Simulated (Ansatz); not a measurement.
# Mo: the cost of one run

Method: DFT PBEsol, scalar-relativistic, plane waves, PAW, in Ansatz 0.2.0.

The COD entry's cell or inner coordinates are ideal or old and differ from later refinements, so a difference from it is no clean test against experiment.

### 1 The starting structure

It takes space group Im-3m (No. 229, cubic). Conventional cell: a = 3.142 Å, b = 3.142 Å, c = 3.142 Å, α = 90.00°, β = 90.00°, γ = 90.00°. Mo (site symmetry m-3m) is surrounded by 8 Mo at 2.72 Å.

Structure file:

```cif
data_structure
_symmetry_space_group_name_H-M 'P 1'
_symmetry_Int_Tables_number 1
_cell_length_a 2.7211
_cell_length_b 2.7211
_cell_length_c 2.7211
_cell_angle_alpha 109.471
_cell_angle_beta 109.471
_cell_angle_gamma 109.471
_cell_volume 15.51
loop_
_atom_site_label
_atom_site_type_symbol
_atom_site_fract_x
_atom_site_fract_y
_atom_site_fract_z
_atom_site_occupancy
Mo1 Mo 0.00000 0.00000 0.00000 1
```

No relaxation comes first: the listed cell is the starting point.

### 2 The reference cell

The reference gives a free energy of -4897.4705 eV, pressure -3.24 GPa, largest force 0.000 eV/Å and gap on the mesh none (metal). It was computed beforehand with the settings of the runs below.

### 3 The scan: a strain scan

The cell is strained by ε times the Voigt pattern (1, 0, 0, 0, 0, 0) (xx, yy, zz, yz, xz, xy; engineering shear), with fractional coordinates fixed (clamped ions). The stress on the pattern is the sum of the stress components weighted by it, tension positive.

### 4 At ε = -0.1000

File input.yaml:

```yaml
crystal:
  lattice:
    - [-1.4139, 1.571, 1.571]
    - [1.4139, -1.571, 1.571]
    - [1.4139, 1.571, -1.571]
  atoms:
    - { symbol: Mo, position: [0.0, 0.0, 0.0] }
basis:
  ecutwfc: 420
kpoints:
  mp_grid: { grid: [22, 22, 22] }
hamiltonian:
  xc: pbesol
scf:
  occupations: { method: gaussian, width: 0.15 }
output:
  forces: true
  stress: true
  eigenvalues: true
```

Launch:

```sh
$ ansatz run input.yaml --threads 1 --pin off --max-ram 2560MiB --backend cpu --events-out ev --progress --plain --runs-dir out
```

Q: Estimate wall time and peak memory on 1 thread of Intel Xeon at 2.70GHz, shared host.

About 6.1 s, with a peak of 0.43 GiB.
